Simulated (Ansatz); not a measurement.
# GeH4S2Si: the cost of one run

Program: the Python package of Ansatz 0.2.0. Level of theory: CAM-B3LYP/cc-pVDZ. These are calculated values, not measurements.

### Step 1. Starting point

Bond lengths: Si1–Ge2 2.255 Å, Ge2–S3 2.187 Å, Ge2–S4 2.285 Å, S3–S4 2.128 Å, Si1–H5 1.513 Å, Si1–H6 1.520 Å, Si1–H7 1.483 Å, Ge2–H8 1.508 Å. Angles: Si1–Ge2–S3 111.5°, Si1–Ge2–S4 111.0°, Si1–Ge2–H8 126.6°, S3–Ge2–S4 56.8°, S3–Ge2–H8 114.9°, S4–Ge2–H8 115.6°, Ge2–Si1–H5 110.9°, Ge2–Si1–H6 111.1°, Ge2–Si1–H7 112.1°, H5–Si1–H6 106.3°, H5–Si1–H7 108.7°, H6–Si1–H7 107.5°, Ge2–S3–S4 63.9°, Ge2–S4–S3 59.3°.

No structure file is read: the coordinates are typed or built in the script.

### Step 2. The code

Contents of tae_geh4s2si.py:

```python
"""Atomisation energy of GeH4S2Si at the given geometry."""

from collections import Counter

import ansatz as az


def single_point(molecule, charge=0, unpaired=0):
    calc = (
        molecule.calculation()
        .basis(gaussian="cc-pVDZ")  # the orbital basis, by name
        .functional("CAM-B3LYP")
        .accuracy("medium")
        .scf(lower_state_search="off")
    )
    if charge:
        calc = calc.charge(charge)
    if unpaired:
        calc = calc.spin("collinear", total=unpaired)
    report = calc.run(threads=1).report
    if report["published_state_doubts"]:
        print("  doubts:", report["published_state_doubts"])
    return report["free_energy_ev"]


def main() -> None:
    geometry_ang = [
        ("Si", (-0.6292, 0.9888, -0.4654)),
        ("Ge", (0.0412, -0.98, 0.4073)),
        ("S", (1.8854, -0.7567, 1.5615)),
        ("S", (2.0977, -1.5742, -0.3921)),
        ("H", (-1.4255, 0.7742, -1.7342)),
        ("H", (-1.5465, 1.7285, 0.4943)),
        ("H", (0.5144, 1.8831, -0.7673)),
        ("H", (-0.8453, -2.1208, 0.8402)),
    ]
    geh4s2si = az.Crystal.molecule()
    for symbol, xyz in geometry_ang:
        geh4s2si = geh4s2si.atom(symbol, xyz)

    # Hund ground states
    unpaired = {"Si": 2, "Ge": 2, "S": 2, "H": 1}
    counts = Counter(site.symbol for site in geh4s2si.cartesian_sites)
    atom_energy = {s: single_point(az.Crystal.molecule().atom(s, (0, 0, 0)), 0, unpaired[s]) for s in counts}
    whole = single_point(geh4s2si, 0, 0)
    for s, e in atom_energy.items():
        print(f"{s:2s} x{counts[s]}  {e:14.5f} eV")
    print(f"GeH4S2Si: {whole:.5f} eV")
    split = sum(counts[s] * e for s, e in atom_energy.items()) - whole
    print(f"atomisation energy (no zero-point term): {23.060548 * split:.1f} kcal/mol, {split / sum(counts.values()):.3f} eV an atom")


if __name__ == "__main__":
    main()
```

### Step 3. The calls as engine input

The package turns the script's settings into the engine's input (first run):

```yaml
crystal:
  periodic: [false, false, false]
  atoms:
    - { symbol: Si, position_ang: [0.0, 0.0, 0.0] }
accuracy: medium
basis:
  gaussian:
    orbitals: cc-pVDZ
hamiltonian:
  xc: cam_b3lyp
magnetization:
  spin_polarized: true
  initial_magnetization: 2.0
scf:
  lower_state_search: "off"
```

### Step 4. The run

Command:

```bash
$ python tae_geh4s2si.py
```

What time and memory should one allow on 1 thread of Arm Neoverse V2, shared host?

About 4.7 s, with a peak of 0.29 GiB.
